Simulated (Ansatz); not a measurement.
# Mg2Cd3S5: the cost of one run

Computed with Ansatz 0.2.0 (DFT PBE, scalar-relativistic, plane waves, PAW, unless a step's input says otherwise).

## Step 1: The system as given

The structure is tetragonal, space group I4/mmm (No. 139). Conventional cell: a = 3.987 Å, b = 3.987 Å, c = 28.191 Å, α = 90.00°, β = 90.00°, γ = 90.00°. Mg (site symmetry 4mm) is surrounded by 6 S at 2.82 Å. Cd (site symmetry 4mm) is surrounded by 6 S at 2.82 Å. Around Cd (site symmetry 4/mmm) lie 6 S at 2.82 Å. Around S (site symmetry 4mm) lie 5 Cd at 2.82 Å and 1 Mg at 2.82 Å. Around S (site symmetry 4/mmm) lie 6 Cd at 2.82 Å. Around S (site symmetry 4mm) lie 5 Mg at 2.82 Å and 1 Cd at 2.82 Å.

Structure file:

```
CELL_PARAMETERS angstrom
-1.99338 1.99338 14.09531
1.99338 -1.99338 14.09531
1.99338 1.99338 -14.09531
ATOMIC_POSITIONS crystal
Mg 0.80000 0.80000 0.00000
Mg 0.20000 0.20000 0.00000
Cd 0.40000 0.40000 0.00000
Cd 0.00000 0.00000 0.00000
Cd 0.60000 0.60000 0.00000
S 0.90000 0.90000 0.00000
S 0.50000 0.50000 0.00000
S 0.10000 0.10000 0.00000
S 0.70000 0.70000 0.00000
S 0.30000 0.30000 0.00000
```

The start is an ordering of an alloy on its end members' structure types: elements ordered on the sites of the MgS type, Cd/Mg on Mg (I4/mmm, No. 139).

## Step 2: The guess as it stands, on a coarse mesh

input.yaml

```yaml
crystal:
  lattice:
    - [-1.99337752, 1.99337752, 14.09530765]
    - [1.99337752, -1.99337752, 14.09530765]
    - [1.99337752, 1.99337752, -14.09530765]
  atoms:
    - { symbol: Mg, position: [0.8, 0.8, 0.0] }
    - { symbol: Mg, position: [0.2, 0.2, 0.0] }
    - { symbol: Cd, position: [0.4, 0.4, 0.0] }
    - { symbol: Cd, position: [0.0, 0.0, 0.0] }
    - { symbol: Cd, position: [0.6, 0.6, 0.0] }
    - { symbol: S, position: [0.9, 0.9, 0.0] }
    - { symbol: S, position: [0.5, 0.5, 0.0] }
    - { symbol: S, position: [0.1, 0.1, 0.0] }
    - { symbol: S, position: [0.7, 0.7, 0.0] }
    - { symbol: S, position: [0.3, 0.3, 0.0] }
basis:
  ecutwfc: 420
kpoints:
  mp_grid: { grid: [6, 6, 6] }
hamiltonian:
  xc: pbe
scf:
  occupations: { method: gaussian, width: 0.1 }
  lower_state_search: "off"
output:
  forces: true
  stress: true
  eigenvalues: true
```

Started as:

```bash
$ ansatz run input.yaml --threads 4 --pin off --max-ram 8192MiB --backend cpu --events-out ev --progress --plain --runs-dir out
```

What time and memory should one allow on 4 threads of Arm Neoverse V1, shared host?

About 5.9 s, with a peak of 0.75 GiB.
